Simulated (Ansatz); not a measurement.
# C2H6FIn: a ladder of functionals and wavefunction methods

The task here is to estimate one member of a computed series from the others.

The runs use Ansatz 0.2.0, Gaussian basis; functionals in def2-TZVPP, the program's frozen cores in correlated methods.

The runs, in order: LDA (SPW92), PBE-D4, revPBE-D4, BLYP-D4, r2SCAN-D4, B97M-V, PBE0-D4, B3LYP-D4, r2SCANh-D4, r2SCAN0-D4, HSE06-D4, BHLYP-D4, CAM-B3LYP-D4, LC-ωPBE, ωB97X-V, ωB97M-V, B2PLYP, PBE-QIDH; CCSD(T)/def2-SVP; CCSD(T)/def2-TZVPP; MP2/def2-QZVPP; extrapolation to the limit; RPA on PBE.

### Structure used throughout

The geometry comes from an earlier relaxation with PBE0-D4 in a triple-zeta def2 set; it is a stationary point, not always the lowest conformer. In takes the def2 core potential; no spin-orbit term is included.

SMILES `C[CH](F)[InH2]`, 10 atoms, charge 0, spin multiplicity 1.

Atoms are counted from 1 here; the program's logs count them from 0.

Bond lengths: C1–C2 1.503 Å, C1–H5 1.095 Å, C1–H6 1.092 Å, C1–H7 1.094 Å, C2–F3 1.414 Å, C2–In4 2.197 Å, C2–H8 1.093 Å, In4–H9 1.729 Å, In4–H10 1.726 Å. Angles: C2–C1–H5 111.0°, C2–C1–H6 111.9°, C2–C1–H7 109.7°, H5–C1–H6 108.3°, H5–C1–H7 107.9°, H6–C1–H7 107.9°, C1–C2–F3 108.7°, C1–C2–In4 116.7°, C1–C2–H8 110.5°, F3–C2–In4 102.3°, F3–C2–H8 105.8°, In4–C2–H8 111.9°, C2–In4–H9 117.1°, C2–In4–H10 121.1°, H9–In4–H10 121.7°.

Coordinates:

```mol
C2H6FIn
  3D, bonds by distance, orders not assigned

 10  9  0  0  0  0  0  0  0  0999 V2000
   -0.1408    1.2536   -0.5753 C   0  0
    0.6338    0.1800    0.1372 C   0  0
    0.8702    0.5971    1.4678 F   0  0
   -0.3852   -1.7455    0.4238 In  0  0
    0.3913    2.2105   -0.5415 H   0  0
   -1.1319    1.3976   -0.1391 H   0  0
   -0.2719    0.9793   -1.6266 H   0  0
    1.6212    0.0551   -0.3158 H   0  0
   -2.0799   -1.6962    0.7627 H   0  0
    0.4931   -3.2315    0.4066 H   0  0
  1  2  8  0
  2  3  8  0
  2  4  8  0
  1  5  8  0
  1  6  8  0
  1  7  8  0
  2  8  8  0
  4  9  8  0
  4 10  8  0
M  END
```

Set-up of the first run:

in.yaml

```yaml
crystal:
  periodic: [false, false, false]
  atoms:
    - {symbol: C, position_ang: [-0.140796, 1.253638, -0.575250]}
    - {symbol: C, position_ang: [0.633823, 0.180049, 0.137184]}
    - {symbol: F, position_ang: [0.870156, 0.597098, 1.467831]}
    - {symbol: In, position_ang: [-0.385225, -1.745452, 0.423841]}
    - {symbol: H, position_ang: [0.391282, 2.210492, -0.541480]}
    - {symbol: H, position_ang: [-1.131872, 1.397581, -0.139098]}
    - {symbol: H, position_ang: [-0.271887, 0.979252, -1.626576]}
    - {symbol: H, position_ang: [1.621216, 0.055097, -0.315772]}
    - {symbol: H, position_ang: [-2.079861, -1.696210, 0.762680]}
    - {symbol: H, position_ang: [0.493143, -3.231536, 0.406640]}
basis:
  gaussian: {orbitals: def2-TZVPP}
hamiltonian: {xc: lda}
output: {orbitals: {seedname: orbitals}}
```

Among the steps run: LDA; PBE-D4 (GGA); revPBE-D4 (GGA); BLYP-D4 (GGA); r2SCAN-D4 (meta-GGA); B97M-V (meta-GGA); PBE0-D4 (hybrid); B3LYP-D4 (hybrid); r2SCANh-D4 (hybrid); r2SCAN0-D4 (hybrid); HSE06-D4 (hybrid); BHLYP-D4 (hybrid); CAM-B3LYP-D4 (range-separated); LC-ωPBE (range-separated); ωB97X-V (range-separated); ωB97M-V (range-separated); B2PLYP (double hybrid); PBE-QIDH (double hybrid).

One of the session's tables, all rows but one given; the rest of the session is left out.

It belongs to the step «Orbital energies across the functionals». 

```
  functional  HOMO (eV)  LUMO (eV)  gap (eV)
 LDA (SPW92)      -5.98      -2.82      3.17
      PBE-D4      -5.83      -2.54      3.29
   revPBE-D4      -5.77      -2.41      3.36
     BLYP-D4      -5.74      -2.52      3.22
   r2SCAN-D4      -6.05      -2.25      3.80
      B97M-V      -6.14      -2.55      3.59
     PBE0-D4      -7.04      -1.79      5.24
    B3LYP-D4      -6.87      -2.09      4.77
  r2SCANh-D4      -6.50      -2.00      4.51
  r2SCAN0-D4      -7.19      -1.63      5.57
    HSE06-D4      -6.64      -2.15      4.49
    BHLYP-D4      -8.19      -1.17      7.02
CAM-B3LYP-D4      -8.39      -1.02      7.37
     LC-ωPBE      -9.65       0.13      9.79
     ωB97X-V      -9.33      -0.02      9.31
     ωB97M-V          ?          ?         ?
```

Estimate the missing values for ωB97M-V.

As computed: HOMO (eV): -9.22; LUMO (eV): -0.33; gap (eV): 8.89. In the column «HOMO (eV)» it lies between ωB97X-V (-9.33) and CAM-B3LYP-D4 (-8.39).
